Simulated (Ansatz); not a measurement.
**GeH (doublet): the correlation ladder at distance Ge1–H2 = 1.946 Å, cc-pVTZ**

How much of the correlation energy of GeH (doublet) does each wave-function method recover here?

The runs use Ansatz 0.2.0, Gaussian basis; cc-pVTZ, core rule «outside noble gas», up to 14 orbitals frozen.

Plan: UHF; CCSD(T) on ROHF; CCSD(T) on UHF; BCCD(T) on ROHF; CISD; CCSDT(Q) on ROHF; CCSDT(Q) on UHF; CASSCF and MRCISD+Q, 3 electrons in 3 orbitals; CASSCF and NEVPT2, 3 electrons in 3 orbitals; CASSCF and MRCISD+Q, 5 electrons in 5 orbitals; CASSCF and NEVPT2, 5 electrons in 5 orbitals; Full CI; Full CI in the symmetry of the determinant.

19 further runs of the same task are left out: 13 that didn't finish, 6 set aside as unsound or not needed.

## Step 1: What is computed

The geometry derives from a PBE0/def2-TZVP stationary point (not a proven minimum). One bond is set to the value named and the two fragments are kept rigid. No spin-orbit coupling is included. The filled d shell of Ge may be among the frozen orbitals whatever the setting's name suggests; the logs give the count.

2 atoms, charge 0, spin multiplicity 2.

Atoms are counted from 1 here; the program's logs count them from 0.

Bond lengths: Ge1–H2 1.946 Å.

## Step 2: UHF

in.yaml reads:

```yaml
crystal:
  periodic: [false, false, false]
  atoms:
    - {symbol: Ge, position_ang: [0.000000, 0.000000, 0.000000]}
    - {symbol: H, position_ang: [0.000000, 0.000000, 1.946000]}
basis:
  gaussian: {orbitals: cc-pVTZ}
magnetization: {spin_polarized: true, initial_magnetization: 1}
hamiltonian: {xc: hf}
output: {orbitals: {seedname: orbitals}}
```

On the command line:

```bash
ansatz run in.yaml --threads 1 --pin off --events-out ev --progress --plain --max-ram 2393MiB
```

The runs that follow: CCSD(T) on ROHF; CCSD(T) on UHF; BCCD(T) on ROHF; CISD; CCSDT(Q) on ROHF; CCSDT(Q) on UHF; CASSCF and MRCISD+Q, 3 electrons in 3 orbitals; CASSCF and NEVPT2, 3 electrons in 3 orbitals; CASSCF and MRCISD+Q, 5 electrons in 5 orbitals; CASSCF and NEVPT2, 5 electrons in 5 orbitals; Full CI; Full CI in the symmetry of the determinant.

Before running them: what should the planned runs give, taken together? Wanted: FCI below the RHF energy; RMP2 from FCI; UMP2 from FCI; RCCSD from FCI; RCCSD(T) from FCI; UCCSD(T) from FCI; RCCSDT(Q) from FCI; UCCSDT(Q) from FCI; NEVPT2 pair from FCI.

As calculated:

| quantity | value |
| --- | --- |
| FCI below the RHF energy | -2.9201 eV |
| RMP2 from FCI | +69.4 kJ/mol |
| UMP2 from FCI | +70.0 kJ/mol |
| RCCSD from FCI | +10.2 kJ/mol |
| RCCSD(T) from FCI | +2.2 kJ/mol |
| UCCSD(T) from FCI | +1.8 kJ/mol |
| RCCSDT(Q) from FCI | 0.0 kJ/mol |
| UCCSDT(Q) from FCI | -0.4 kJ/mol |
| NEVPT2 pair from FCI | +55.9 kJ/mol |
| MRCISD+Q pair from FCI | -2.3 kJ/mol |
| NEVPT2 valence from FCI | +47.4 kJ/mol |
| levels within 1 kcal/mol (43 meV) | RCCSD(T), UCCSD(T), BCCD(T), RCCSDT, UCCSDT, RCCSDT(Q), UCCSDT(Q), MRCISD+Q pair, MRCISD+Q valence |
| T1 diagnostic | 0.024 |
| effectively unpaired electrons | 1.08 |

What this shows: RCCSD(T) lands +2.2 kJ/mol from the yardstick (0.8 % of the correlation energy). UCCSDT(Q), MRCISD+Q pair fall below full CI: unrestricted runs freeze a spin-polarised core, another one than full CI's, and coupled cluster isn't variational. One determinant dominates. Of the multireference levels listed MRCISD+Q valence comes nearest in total energy (+0.3 kJ/mol), which doesn't show that its space is the better one. These misses are within one basis, not against nature; the frozen cores of restricted and unrestricted runs differ, which can shift their rows.
